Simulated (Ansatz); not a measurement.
Task: harmonic frequencies at the relaxed geometry of H₄SSiSn, SMILES [SiH2]1[S][SnH2]1, with the Python package of Ansatz (0.2.0). Give the script and its output. Settings (for the species named): Hartree-Fock, def2-SVP basis, multiplicity 1.

Contents of `h4ssisn.xyz`:
```text
7

Si   -0.90640   -0.07690   -0.80980
S    -0.30160   -1.79270    0.18230
Sn    0.91300    0.24170    0.75200
H    -2.16740    0.48390   -0.32350
H    -0.56770   -0.00700   -2.25810
H     0.52320    0.83380    2.36230
H     2.56820    0.24930    0.04920
```

Script `freq_h4ssisn.py`:
```python
"""Harmonic frequencies of H4SSiSn at its relaxed geometry."""

import warnings

import ansatz as az
from ase import Atoms
from ase.thermochemistry import IdealGasThermo
import numpy as np


def main() -> None:
    warnings.simplefilter("ignore", az.DeckWarning)

    geometry = az.Crystal.molecule_from_extxyz("h4ssisn.xyz")

    calculation = (
        geometry.calculation()
        .basis(gaussian="def2-SVP")
        .functional("hf")
        .accuracy("medium")
    )
    symbols = [site.symbol for site in geometry.cartesian_sites]
    start = np.array([site.position_ang for site in geometry.cartesian_sites], dtype=float)
    rep = calculation.relax(force_tolerance=0.003).run(threads=1, pin="off").report
    end = np.array(rep["positions_ang"])

    print("final positions (A) and the move of each atom")
    for symbol, xyz, old in zip(symbols, end, start):
        print(f"{symbol:2s} {xyz[0]:10.5f} {xyz[1]:10.5f} {xyz[2]:10.5f}   {np.linalg.norm(xyz - old):7.4f}")

    # frequencies need a stationary point, so they are taken at the relaxed geometry
    minimum = az.Crystal.molecule()
    for symbol, place in zip(symbols, end):
        minimum = minimum.atom(symbol, place.tolist())
    vibrating = minimum.calculation()
    vibrating = vibrating.basis(gaussian="def2-SVP").functional("hf")
    vibrating = vibrating.accuracy("medium").phonons(temperatures=(200, 600, 100))
    vib = vibrating.run(threads=1, pin="off").report["vibrations"]
    sums = vib["harmonic_sums"]
    modes = [m["omega_inv_cm"] for m in sums["modes_at_gamma"] if m["rigid_motion"] == "no"]
    for number, w in enumerate(modes, start=1):
        print(f"mode {number:2d} {w:9.1f} 1/cm {w / 8065.544 * 1000:8.2f} meV")
    print("imaginary modes:", sum(w < 0 for w in modes), " zero-point energy:", round(sums["zero_point_energy_ev"], 4), "eV")
    # rigid rotor and ideal gas, symmetry number taken as one
    gas = IdealGasThermo(vib_energies=[w / 8065.544 for w in modes if w > 0], geometry="linear" if len(modes) == 3 * len(symbols) - 5 else "nonlinear",
                         atoms=Atoms(symbols, positions=end), symmetrynumber=1, spin=0.0)
    print(f"H(298 K) - E = {gas.get_enthalpy(298.15, verbose=False):.4f} eV")
    print(f"S(298 K, 1 bar) = {96485.33 * gas.get_entropy(298.15, 1e5, verbose=False):.1f} J/(mol K) with symmetry number 1")

    # all hydrogen replaced by deuterium
    heavier = vibrating.phonons(masses={"H": 2.014102}).run(threads=1, pin="off").report["vibrations"]["harmonic_sums"]
    print("deuterated (1/cm):", " ".join(f"{m['omega_inv_cm']:.0f}" for m in heavier["modes_at_gamma"] if m["rigid_motion"] == "no"))
    print("zero-point energy falls by", round(sums["zero_point_energy_ev"] - heavier["zero_point_energy_ev"], 4), "eV")


if __name__ == "__main__":
    main()
```

```console
$ python freq_h4ssisn.py
final positions (A) and the move of each atom
Si   -0.95178   -0.06063   -0.83805    0.0559
S    -0.27041   -1.79416    0.20511    0.0387
Sn    0.95197    0.34737    0.73126    0.1145
H    -2.29444    0.44838   -0.50411    0.2237
H    -0.72146   -0.00997   -2.29330    0.1578
H     0.75953    0.76689    2.36624    0.2457
H     2.58788    0.23421    0.28725    0.2393
mode  1     242.5 1/cm    30.06 meV
mode  2     349.1 1/cm    43.29 meV
mode  3     354.5 1/cm    43.95 meV
mode  4     477.5 1/cm    59.21 meV
mode  5     499.6 1/cm    61.95 meV
mode  6     542.9 1/cm    67.31 meV
mode  7     586.3 1/cm    72.69 meV
mode  8     652.1 1/cm    80.86 meV
mode  9     761.0 1/cm    94.35 meV
mode 10     803.8 1/cm    99.65 meV
mode 11    1035.7 1/cm   128.41 meV
mode 12    2041.5 1/cm   253.12 meV
mode 13    2050.9 1/cm   254.28 meV
mode 14    2362.8 1/cm   292.95 meV
mode 15    2365.6 1/cm   293.30 meV
imaginary modes: 0  zero-point energy: 0.9377 eV
H(298 K) - E = 1.1052 eV
S(298 K, 1 bar) = 317.8 J/(mol K) with symmetry number 1
deuterated (1/cm): 234 253 333 344 388 398 479 540 556 601 751 1452 1454 1689 1712
zero-point energy falls by 0.2443 eV
```

Caveats:
- The settings weren't tested for convergence.
- The frequencies are harmonic and unscaled, in a modest basis. The result belongs to the one conformer reached from this start, and soft torsions count as harmonic oscillators.
- def2 sets replace the cores of elements past krypton by effective core potentials.
- The entropy takes a symmetry number of 1; a symmetric molecule's is lower by R ln(sigma).
- Timing: 2.5 min on 1 thread of Arm Neoverse V1 (shared host), peak memory 0.29 GiB.

(Lines on the test bed's own set-up are left out of the output.)
